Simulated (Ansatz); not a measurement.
**Eu3Pt7B2 (R-3m): the equilibrium volume**

At what volume is Eu3Pt7B2 (R-3m) free of pressure?

Method: DFT PBEsol, scalar-relativistic, plane waves, PAW, in Ansatz 0.2.0.

**1. Starting point**

It takes space group R-3m (No. 166, trigonal). Conventional cell: a = 5.566 Å, b = 5.566 Å, c = 22.972 Å, α = 90.00°, β = 90.00°, γ = 120.00°. Eu (site symmetry 3m) has 12 Pt at 3.26 to 3.32 Å and 4 Eu at 3.31 to 3.38 Å in its first shell of neighbours. Around Eu (site symmetry -3m) lie 12 Pt at 3.16 Å and 6 B at 3.21 Å and 2 Eu at 3.31 Å. B (site symmetry 3m) has 6 Pt at 2.17 to 2.23 Å and 3 Eu at 3.21 Å in its first shell of neighbours. Pt (site symmetry m) is surrounded by 2 B at 2.17 to 2.23 Å. Pt (site symmetry -3m) has 6 Pt at 2.82 Å and 6 Eu at 3.26 Å in its first shell of neighbours.

Coordinates:

```cif
data_structure
_symmetry_space_group_name_H-M 'R-3m:H'
_symmetry_Int_Tables_number 166
_cell_length_a 5.5661
_cell_length_b 5.5661
_cell_length_c 22.9724
_cell_angle_alpha 90.000
_cell_angle_beta 90.000
_cell_angle_gamma 120.000
_cell_volume 616.37
loop_
_atom_site_label
_atom_site_type_symbol
_atom_site_symmetry_multiplicity
_atom_site_Wyckoff_symbol
_atom_site_fract_x
_atom_site_fract_y
_atom_site_fract_z
_atom_site_occupancy
Eu1 Eu 6 c 0.00000 0.00000 0.14405 1
Eu2 Eu 3 a 0.00000 0.00000 0.00000 1
B1 B 6 c 0.00000 0.00000 0.33100 1
Pt1 Pt 18 h 0.49858 0.50142 0.06542 1
Pt2 Pt 3 b 0.33333 0.66667 0.16667 1
```

Starting moments: Eu 7.00 μB.

**2. At the starting volume (PBEsol, 6×6×6 mesh)**

input.yaml reads:

```yaml
crystal:
  lattice:
    - [2.78306574, 1.60680375, 7.6574561]
    - [-2.78306574, 1.60680375, 7.6574561]
    - [0.0, -3.21360751, 7.6574561]
  atoms:
    - { symbol: Eu, position: [0.14405, 0.14405, 0.14405], spin: 7.0 }
    - { symbol: Eu, position: [0.85595, 0.85595, 0.85595], spin: 7.0 }
    - { symbol: Eu, position: [0.0, 0.0, 0.0], spin: 7.0 }
    - { symbol: B, position: [0.331, 0.331, 0.331] }
    - { symbol: B, position: [0.669, 0.669, 0.669] }
    - { symbol: Pt, position: [0.564, 0.06826, 0.564] }
    - { symbol: Pt, position: [0.564, 0.564, 0.06826] }
    - { symbol: Pt, position: [0.06826, 0.564, 0.564] }
    - { symbol: Pt, position: [0.436, 0.93174, 0.436] }
    - { symbol: Pt, position: [0.93174, 0.436, 0.436] }
    - { symbol: Pt, position: [0.436, 0.436, 0.93174] }
    - { symbol: Pt, position: [0.5, 0.5, 0.5] }
basis:
  ecutwfc: 420
kpoints:
  mp_grid: { grid: [6, 6, 6] }
hamiltonian:
  xc: pbesol
scf:
  occupations: { method: gaussian, width: 0.1 }
  lower_state_search: "off"
output:
  forces: true
  stress: true
  eigenvalues: true
  populations: true
  hubbard: { sites: [{ species: Eu, l: f }] }
magnetization:
  spin_polarized: true
```

Run with:

```
$ ansatz run input.yaml --threads 8 --pin off --max-ram 14336MiB --backend cpu --events-out ev --progress --plain --runs-dir out
```

The runs that follow: Relaxing cell and atoms.

**Question.** What will these runs give? Wanted: volume; pressure; conventional cell; gap on the mesh; spin moments in spheres.

**Answer**, as computed:

| quantity | value |
| --- | --- |
| volume | 16.561 Å³/atom |
| pressure | 0.00 GPa |
| conventional cell | a = 5.496 Å, b = 5.496 Å, c = 22.788 Å, α = 90.00°, β = 90.00°, γ = 120.00° |
| gap on the mesh | none (metal) |
| spin moments in spheres | Eu 6.71, 6.66 μB |

In words: Over the 2 runs shown the cell moved from 17.12 to 16.56 Å³/atom, a change of -3.3 %, where the pressure is zero within 0.01 GPa. Spin–orbit coupling is left out, though the cell holds Pt; in elements this heavy it can shift levels and gaps by tenths of an eV. No U acts on the 4f shell, so its levels can lie too near the Fermi level.
